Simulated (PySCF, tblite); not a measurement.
# C7H11BN2: geometry, infrared bands and NMR shifts

Wanted: the infrared bands and NMR shifts of C7H11BN2 (`Cc1cccc(NBN)c1`), by calculation.

Programs: tblite 0.8.0 and PySCF 2.14.0, with density-fitted response routines of our own. Each step states its level of theory. These are calculated values for one molecule in the gas phase, unless marked as measured. Atoms are numbered from 0 throughout.

### 1 The starting structure

21 atoms, charge 0, multiplicity 1; geometry from: force field or distance geometry start.

Bonds of the start (Å): C0–C1 1.49, C1–C2 1.40, C2–C3 1.39, C3–C4 1.40, C4–C5 1.40, C5–N6 1.45, N6–B7 1.54, B7–N8 1.52, C5–C9 1.41, C9–C1 1.41, C0–H10 1.11, C0–H11 1.11, C0–H12 1.12, C2–H13 1.09, C3–H14 1.08, C4–H15 1.08, N6–H16 1.04, B7–H17 1.18, N8–H18 1.04, N8–H19 1.04, C9–H20 1.09.

### 2 Geometry optimisation with GFN2-xTB

The job: settings as JSON, then the geometry in Å.

```
{"job": {"kind": "relax", "xc": "GFN2-xTB", "basis": "xTB"}, "charge": 0, "multiplicity": 1}
C     -2.728900     1.438300     0.551200
C     -1.811500     0.405900    -0.008400
C     -2.296600    -0.646500    -0.786700
C     -1.435100    -1.574600    -1.352800
C     -0.060700    -1.484800    -1.111200
C      0.457000    -0.444900    -0.334200
N      1.886800    -0.360200    -0.140200
B      2.578400     0.399400     1.006900
N      4.094700     0.396700     1.110100
C     -0.426600     0.508600     0.216500
H     -2.832900     2.273800    -0.175800
H     -2.356600     1.836400     1.516800
H     -3.749000     1.010600     0.747800
H     -3.364200    -0.727800    -0.984900
H     -1.828000    -2.378200    -1.951800
H      0.599400    -2.218800    -1.544300
H      2.511500    -0.917800    -0.758500
H      1.939100     0.923600     1.844300
H      4.399800    -0.594000     1.139600
H      4.462800     0.816600     0.229900
H     -0.048400     1.354800     0.785200
```

The run is started by

```bash
$ OMP_NUM_THREADS=1 python probes_run.py task.json out
```

The driver reads the jobs from task.json and runs them one after another.

**Question.** This job is followed by: GFN2-xTB harmonic vibrations, gas phase; GIAO PBE0/pcSseg-1 NMR shielding, non-relativistic, gas phase. Predict these results of the whole session: strongest single infrared mode (GFN2-xTB); zero-point energy (GFN2-xTB); 13C shifts against TMS (PBE0/pcSseg-1); 1H shifts against TMS (PBE0/pcSseg-1, means over atoms taken as alike); 15N shifts against NH3 (PBE0/pcSseg-1); 11B shifts against BF3·OEt2 (PBE0/pcSseg-1).

The runs gave:

```
                                                              quantity                                               value
                             strongest single infrared mode (GFN2-xTB)                               1428 cm⁻¹, 589 km/mol
                                          zero-point energy (GFN2-xTB)                                      107.1 kcal/mol
                                13C shifts against TMS (PBE0/pcSseg-1)  150.6, 144.4, 134.8, 124.8, 118.1, 117.7, 24.4 ppm
1H shifts against TMS (PBE0/pcSseg-1, means over atoms taken as alike)  7.43, 7.32, 6.81, 6.40, 4.95, 4.60, 2.72, 2.42 ppm
                                15N shifts against NH3 (PBE0/pcSseg-1)                                     128.3, 75.6 ppm
                           11B shifts against BF3·OEt2 (PBE0/pcSseg-1)                                            21.1 ppm
```

Relaxing lowered the energy by 1.285 eV in 79 steps; the close pair that moved most is N6–B7, from 1.540 to 1.418 Å. The lowest mode is imaginary (24i cm⁻¹), so the xTB geometry is not a minimum. The strongest single mode, at 1428 cm⁻¹, is spread over many atoms; the largest shares are those of N6, B7. Unscaled tight-binding wavenumbers are off by several per cent, some by more. Its intensities can rank the bands wrongly. NICS(1)zz of -24 ppm above the planar ring from C1 marks a diatropic (aromatic) ring current.
